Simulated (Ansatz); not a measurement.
Below is the output of a Python script on Ansatz 0.2.0, Python API that makes a geometry optimisation of CH₉BSi₃, SMILES B[SiH]1C[SiH2][SiH2]1. Write a script that gives it. Use: PBE0, 6-31G* basis, multiplicity 1.

```xyz
14

B    -0.4804    2.2759   -0.4311
Si   -0.9465    0.5190    0.1500
C     0.3173   -0.1328    1.3332
Si    1.1745   -1.4878    0.2890
Si   -0.3080   -0.9951   -1.3593
H    -1.3574    3.1771   -0.4043
H     0.5788    2.5742   -0.8432
H    -2.2792    0.3435    0.6262
H    -0.1220   -0.5347    2.3000
H     1.1067    0.6421    1.6173
H     2.4854   -1.2056   -0.0460
H     0.8606   -2.8234    0.8729
H     0.3074   -0.3657   -2.5248
H    -1.3500   -2.0160   -1.5510
```

```console
$ python ch9bsi3.py
step   1  E = -25477.077549 eV  max force 2.6830 eV/A
step   2  E = -25477.793611 eV  max force 0.9070 eV/A
step   3  E = -25477.891774 eV  max force 0.2025 eV/A
step   4  E = -25477.919000 eV  max force 0.1391 eV/A
step   5  E = -25477.912984 eV  max force 0.6437 eV/A
step   6  E = -25477.930065 eV  max force 0.1300 eV/A
step   7  E = -25477.939156 eV  max force 0.0803 eV/A
step   8  E = -25477.946368 eV  max force 0.0971 eV/A
step   9  E = -25477.951168 eV  max force 0.2022 eV/A
step  10  E = -25477.952595 eV  max force 0.1459 eV/A
step  11  E = -25477.956027 eV  max force 0.2270 eV/A
step  12  E = -25477.958826 eV  max force 0.3093 eV/A
step  13  E = -25477.968250 eV  max force 0.2681 eV/A
step  14  E = -25477.973399 eV  max force 0.3593 eV/A
step  15  E = -25477.986099 eV  max force 0.2724 eV/A
step  16  E = -25478.012463 eV  max force 0.1966 eV/A
step  17  E = -25478.067430 eV  max force 0.3326 eV/A
step  18  E = -25478.090322 eV  max force 0.4196 eV/A
step  19  E = -25478.132762 eV  max force 0.4157 eV/A
step  20  E = -25478.118878 eV  max force 0.2917 eV/A
step  21  E = -25478.155896 eV  max force 0.2323 eV/A
step  22  E = -25478.162410 eV  max force 0.1173 eV/A
step  23  E = -25478.162118 eV  max force 0.3419 eV/A
step  24  E = -25478.169916 eV  max force 0.1042 eV/A
step  25  E = -25478.175983 eV  max force 0.0932 eV/A
step  26  E = -25478.183711 eV  max force 0.1427 eV/A
step  27  E = -25478.190514 eV  max force 0.2334 eV/A
step  28  E = -25478.193843 eV  max force 0.3107 eV/A
step  29  E = -25478.206831 eV  max force 0.2345 eV/A
step  30  E = -25478.206656 eV  max force 0.2859 eV/A
step  31  E = -25478.222098 eV  max force 0.0851 eV/A
step  32  E = -25478.227957 eV  max force 0.0674 eV/A
step  33  E = -25478.231632 eV  max force 0.1150 eV/A
step  34  E = -25478.234013 eV  max force 0.0543 eV/A
step  35  E = -25478.233998 eV  max force 0.0489 eV/A
step  36  E = -25478.234843 eV  max force 0.0187 eV/A
step  37  E = -25478.235072 eV  max force 0.0182 eV/A
step  38  E = -25478.235121 eV  max force 0.0214 eV/A
step  39  E = -25478.235229 eV  max force 0.0039 eV/A
E = -25478.235261 eV = -936.3078761 Ha
converged: True  doubts: none
bond        before    after (A)
B0-Si1       1.9083   1.9105
B0-H5        1.2578   1.2010
B0-H6        1.1750   1.2005
Si1-C2       1.8499   1.8777
Si1-Si4      2.2312   2.5980
Si1-H7       1.4261   1.4985
C2-Si3       1.9134   1.9141
C2-H8        1.1354   1.0928
C2-H9        1.1421   1.0945
Si3-Si4      2.2710   2.3851
Si3-H10      1.3821   1.4920
Si3-H11      1.4911   1.4899
Si4-H12      1.4606   1.4893
Si4-H13      1.4713   1.4888
dipole (D): 0.718 -1.215 2.177, length 2.594
atom  Mulliken   Lowdin
B       -0.326   -0.632
Si       0.368    0.367
C       -0.760   -0.550
Si       0.265    0.215
Si       0.040    0.162
H        0.045    0.101
H        0.042    0.097
H       -0.031   -0.024
H        0.231    0.188
H        0.230    0.192
H       -0.036   -0.042
H       -0.035   -0.036
H       -0.008   -0.010
H       -0.025   -0.028
```

The script that was run (others could print the same):

The script, `ch9bsi3.py`:
```python
# -*- coding: utf-8 -*-
from dataclasses import dataclass

import ansatz as az
from ase import Atoms
import numpy as np


@dataclass(frozen=True)
class Settings:
    basis_set: str = '6-31G*'
    functional: str = 'PBE0'


opts = Settings()


def main():
    atoms = Atoms(['B', 'Si', 'C', 'Si', 'Si', 'H', 'H', 'H', 'H', 'H', 'H', 'H', 'H', 'H'], positions=[
        (-0.4804, 2.2759, -0.4311),
        (-0.9465, 0.519, 0.15),
        (0.3173, -0.1328, 1.3332),
        (1.1745, -1.4878, 0.289),
        (-0.308, -0.9951, -1.3593),
        (-1.3574, 3.1771, -0.4043),
        (0.5788, 2.5742, -0.8432),
        (-2.2792, 0.3435, 0.6262),
        (-0.122, -0.5347, 2.3),
        (1.1067, 0.6421, 1.6173),
        (2.4854, -1.2056, -0.046),
        (0.8606, -2.8234, 0.8729),
        (0.3074, -0.3657, -2.5248),
        (-1.35, -2.016, -1.551),
    ])
    mol = az.Crystal.molecule_from_ase(atoms)

    base = (
        mol.calculation()
        .basis(gaussian=opts.basis_set)
        .functional(opts.functional)
    )
    symbols = [site.symbol for site in mol.cartesian_sites]
    start = np.array([site.position_ang for site in mol.cartesian_sites], dtype=float)
    def progress(event):
        if event['event'] == 'relax_step':
            row = event['data']
            print(f'step {row["step"]:3d}  E = {row["lagrangian_ev"]:.6f} eV  max force {row["allowed_force_max_ev_ang"]:.4f} eV/A')


    data = base.relax(force_tolerance=0.01).session().plan().execute(on_event=progress).report
    end = np.array(data['positions_ang'])

    print(f'E = {data["free_energy_ev"]:.6f} eV = {data["free_energy_ev"] / 27.211386246:.7f} Ha')
    print('converged:', data['converged'], ' doubts:', data['published_state_doubts'] or 'none')

    print('bond        before    after (A)')
    for i, j in [(0, 1), (0, 5), (0, 6), (1, 2), (1, 4), (1, 7), (2, 3), (2, 8), (2, 9), (3, 4), (3, 10), (3, 11), (4, 12), (4, 13)]:
        d0, d1 = (np.linalg.norm(xyz[i] - xyz[j]) for xyz in (start, end))
        print(f'{symbols[i]}{i}-{symbols[j]}{j}'.ljust(10), f'{d0:8.4f} {d1:8.4f}')

    charges = data['charge_distribution']
    dipole = np.array(charges['dipole_moment_e_ang']) * 4.803205
    print('dipole (D): {:.3f} {:.3f} {:.3f}, length {:.3f}'.format(*dipole, np.linalg.norm(dipole)))
    print('atom  Mulliken   Lowdin')
    for symbol, m, l in zip(symbols, charges['mulliken_charges_e'], charges['lowdin_charges_e']):
        print(f'{symbol:4s} {m:9.3f} {l:8.3f}')
    with open('ch9bsi3_opt.xyz', 'w') as handle:
        handle.write(f'{len(symbols)}\nrelaxed CH9BSi3\n')
        handle.writelines(f'{s:2s} {x:11.6f} {y:11.6f} {z:11.6f}\n' for s, (x, y, z) in zip(symbols, end))


if __name__ == '__main__':
    main()
```

Total energies depend on the basis set; only differences at equal settings carry meaning. The end point is the stationary point reached from this start; no frequency run checks that it is a minimum, and the basis set is modest. The Löwdin charges here are taken after orthogonalising the functions within each atom; they differ from plain Löwdin charges, and their signs can be unphysical. The bonding changed during the relaxation, so the end is another isomer than the start names. Finished in 6.1 min on 1 thread of Intel(R) Xeon(R) Platinum 8259CL CPU @ 2.50GHz (Skylake/Cascade Lake), on a shared host, peak memory 0.33 GiB.

(A comment or docstring line of the script was reworded after the run, the code is as it ran; lines on the test bed's own set-up are left out of the output.)
